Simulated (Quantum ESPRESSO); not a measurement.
# Si (Fd-3m) in Quantum ESPRESSO: settings compared, part 2 of 2

Quantum ESPRESSO 7.5. Earlier steps stand in the parts before.

**4. Dielectric tensor, LDA**

Input file pw.in:

```
&CONTROL
  calculation = 'scf'
  prefix = 'pwscf'
  outdir = './tmp'
  pseudo_dir = './pseudo'
  tprnfor = .true.
  tstress = .true.
  disk_io = 'low'
/
&SYSTEM
  ibrav = 0
  nat = 2
  ntyp = 1
  ecutwfc = 32
  nbnd = 9
  occupations = 'smearing'
  smearing = 'fd'
  degauss = 0.00146997
/
&ELECTRONS
  conv_thr = 4d-10
  electron_maxstep = 120
  mixing_beta = 0.5
/
ATOMIC_SPECIES
Si    28.0850 Si.upf
CELL_PARAMETERS angstrom
   0.0000000000    2.7155000000    2.7155000000
   2.7155000000    0.0000000000    2.7155000000
   2.7155000000    2.7155000000    0.0000000000
ATOMIC_POSITIONS crystal
Si     0.0000000000    0.0000000000    0.0000000000
Si     0.2500000000    0.2500000000    0.2500000000
K_POINTS automatic
10 10 10 1 1 1
```

Input file relax.in:

```
&CONTROL
  calculation = 'vc-relax'
  prefix = 'pwscf'
  outdir = './tmp'
  pseudo_dir = './pseudo'
  tprnfor = .true.
  tstress = .true.
  disk_io = 'low'
  nstep = 40
  forc_conv_thr = 0.0001
  etot_conv_thr = 1d-06
/
&SYSTEM
  ibrav = 0
  nat = 2
  ntyp = 1
  ecutwfc = 32
  nbnd = 9
  occupations = 'smearing'
  smearing = 'fd'
  degauss = 0.00146997
/
&ELECTRONS
  conv_thr = 4d-10
  electron_maxstep = 120
  mixing_beta = 0.5
/
&IONS
  ion_dynamics = 'bfgs'
/
&CELL
  cell_dynamics = 'bfgs'
  press = 0
  press_conv_thr = 0.2
/
ATOMIC_SPECIES
Si    28.0850 Si.upf
CELL_PARAMETERS angstrom
   0.0000000000    2.7155000000    2.7155000000
   2.7155000000    0.0000000000    2.7155000000
   2.7155000000    2.7155000000    0.0000000000
ATOMIC_POSITIONS crystal
Si     0.0000000000    0.0000000000    0.0000000000
Si     0.2500000000    0.2500000000    0.2500000000
K_POINTS automatic
10 10 10 1 1 1
```

Input file scf2.in:

```
&CONTROL
  calculation = 'scf'
  prefix = 'pwscf'
  outdir = './tmp'
  pseudo_dir = './pseudo'
  tprnfor = .true.
  tstress = .true.
  disk_io = 'low'
/
&SYSTEM
  ibrav = 0
  nat = 2
  ntyp = 1
  ecutwfc = 32
  nbnd = 9
  occupations = 'fixed'
/
&ELECTRONS
  conv_thr = 1d-13
  electron_maxstep = 120
  mixing_beta = 0.5
  startingpot = 'file'
  startingwfc = 'file'
/
ATOMIC_SPECIES
Si    28.0850 Si.upf
CELL_PARAMETERS angstrom
   0.0000000000    2.6968261735    2.6968261735
   2.6968261735    0.0000000000    2.6968261735
   2.6968261735    2.6968261735    0.0000000000
ATOMIC_POSITIONS crystal
Si     0.0000000000    0.0000000000    0.0000000000
Si     0.2500000000    0.2500000000    0.2500000000
K_POINTS automatic
10 10 10 1 1 1
```

Input file ph.in:

```
dielectric of Si
&INPUTPH
  prefix = 'pwscf'
  outdir = './tmp'
  tr2_ph = 1d-16
  fildyn = 'dyn'
  niter_ph = 60
  alpha_mix(1) = 0.7
  epsil = .true.
  trans = .false.
  zeu = .true.
/
0.0000000000 0.0000000000 0.0000000000
```

Potentials or basis: PseudoDojo 0.4.1 SR LDA standard.

On the command line:

```console
> OMP_NUM_THREADS=1 pw.x -in pw.in > pw.out
> OMP_NUM_THREADS=1 pw.x -in relax.in > relax.out
> OMP_NUM_THREADS=1 pw.x -in scf2.in > scf2.out
> OMP_NUM_THREADS=1 ph.x -in ph.in > ph.out
```

pw.out:

```text
This program is part of the open-source Quantum ESPRESSO suite
     for quantum simulation of materials; please cite
[... 9 lines left out ...]
     --------------------
     sticks:   dense  smooth     PW     G-vecs:    dense   smooth      PW
     Sum         463     463    163                 6615     6615    1291

     Using Slab Decomposition

     bravais-lattice index     =            0
     lattice parameter (alat)  =       7.2571  a.u.
     unit-cell volume          =     270.2564 (a.u.)^3
     number of atoms/cell      =            2
     number of atomic types    =            1
     number of electrons       =         8.00
     number of Kohn-Sham states=            9
     kinetic-energy cutoff     =      32.0000  Ry
     charge density cutoff     =     128.0000  Ry
     scf convergence threshold =      4.0E-10
     mixing beta               =       0.5000
     number of iterations used =            8  plain     mixing
[... 87 lines left out ...]

     iteration #  5     ecut=    32.00 Ry     beta= 0.50
     Davidson diagonalization with overlap
     ethr =  1.15E-08,  avg # of iterations =  2.7
[... 11 lines left out ...]
     iteration #  7     ecut=    32.00 Ry     beta= 0.50
     Davidson diagonalization with overlap
     ethr =  3.22E-11,  avg # of iterations =  2.0

     End of self-consistent calculation

     Number of k-points >= 100: set verbosity='high' to print the bands.

     the Fermi energy is     6.2964 ev

!    total energy              =     -17.05043944 Ry
     estimated scf accuracy    <          2.3E-11 Ry
     smearing contrib. (-TS)   =      -0.00000000 Ry
     internal energy E=F+TS    =     -17.05043943 Ry

     The total energy is F=E-TS. E is the sum of the following terms:
     one-electron contribution =       4.84765634 Ry
     hartree contribution      =       1.09519040 Ry
     xc contribution           =      -6.19743556 Ry
     ewald contribution        =     -16.79585062 Ry

     convergence has been achieved in   7 iterations

     Forces acting on atoms (cartesian axes, Ry/au):

     atom    1 type  1   force =    -0.00000000    0.00000000   -0.00000000
     atom    2 type  1   force =    -0.00000000   -0.00000000    0.00000000

     Total force =     0.000000     Total SCF correction =     0.000000

     Computing stress (Cartesian axis) and pressure

          total   stress  (Ry/bohr**3)                   (kbar)     P=      -19.06
  -0.00012957  -0.00000000  -0.00000000          -19.06       -0.00       -0.00
  -0.00000000  -0.00012957  -0.00000000           -0.00      -19.06       -0.00
  -0.00000000  -0.00000000  -0.00012957           -0.00       -0.00      -19.06

=------------------------------------------------------------------------------=
   JOB DONE.
=------------------------------------------------------------------------------=
```

scf2.out:

```text
This program is part of the open-source Quantum ESPRESSO suite
     for quantum simulation of materials; please cite
[... 9 lines left out ...]
     --------------------
     sticks:   dense  smooth     PW     G-vecs:    dense   smooth      PW
     Sum         451     451    151                 6423     6423    1243
[... 103 lines left out ...]
  -0.00000014  -0.00000000  -0.00000000           -0.02       -0.00       -0.00
  -0.00000000  -0.00000014  -0.00000000           -0.00       -0.02       -0.00
  -0.00000000  -0.00000000  -0.00000014           -0.00       -0.00       -0.02

=------------------------------------------------------------------------------=
   JOB DONE.
=------------------------------------------------------------------------------=
```

Run time: 67 s. Hardware: 1 thread of Intel Xeon 6975P-C (Granite Rapids), shared host; peak memory 0.05 GiB.

What came out:

| Item | Value |
| --- | --- |
| Free energy | -231.9879 eV |
| Relaxed volume | 19.61 Å³/atom |
| Relaxed cell | a = 3.814 Å, b = 3.814 Å, c = 3.814 Å, α = 60.00°, β = 60.00°, γ = 60.00° |
| Space group after relaxing (to 0.05 Å) | Fd-3m (No. 227) |
| Pressure after relaxing | 0.0 GPa |
| Electronic dielectric tensor (diagonal) | 13.19 |
| Born charges (mean of the diagonal) | Si +0.00 e |

The path:
```
step  energy change (eV)  largest force (eV/Å)  pressure (GPa)  volume (Å³)
   1              0.0000                0.0000           -1.91        40.05
   2             -0.0036                0.0000           -1.03        39.66
   3             -0.0050                0.0000            0.04        39.21
   4             -0.0050                0.0000            0.00        39.23
```

Final structure:
```
CELL_PARAMETERS angstrom
0.00000 2.69683 2.69683
2.69683 0.00000 2.69683
2.69683 2.69683 0.00000
ATOMIC_POSITIONS crystal
Si 0.00000 0.00000 0.00000
Si 0.25000 0.25000 0.25000
```

Electronic dielectric tensor:
```
13.19  0.00  0.00
 0.00 13.19  0.00
 0.00  0.00 13.19
```

Born effective charge tensors (e):
atom 1, Si
```
0.00 0.00 0.00
0.00 0.00 0.00
0.00 0.00 0.00
```
atom 2, Si
```
0.00 0.00 0.00
0.00 0.00 0.00
0.00 0.00 0.00
```

**5. Overview**

| level | potentials or basis | cell | k mesh | cutoff (eV) | form of the LDA correlation | pressure (GPa) |
| --- | --- | --- | --- | --- | --- | --- |
| PBE | PseudoDojo 0.4.1 SR PBE standard | relaxed | 10 × 10 × 10, shifted | 490 | - | 0.0 |
| PBE | PseudoDojo 0.4.1 SR PBE standard | as given | 4 × 4 × 4, shifted | 490 | - | 1.9 |
| LDA | PseudoDojo 0.4.1 SR LDA standard | relaxed | 10 × 10 × 10, shifted | 435 | PW92 | 0.0 |

Alike in all rows: task dielectric tensor; no spin polarisation; smearing fermi-dirac 0.02 eV.

Total energies depend on the potentials used, so only differences within one code and one set of settings carry meaning.
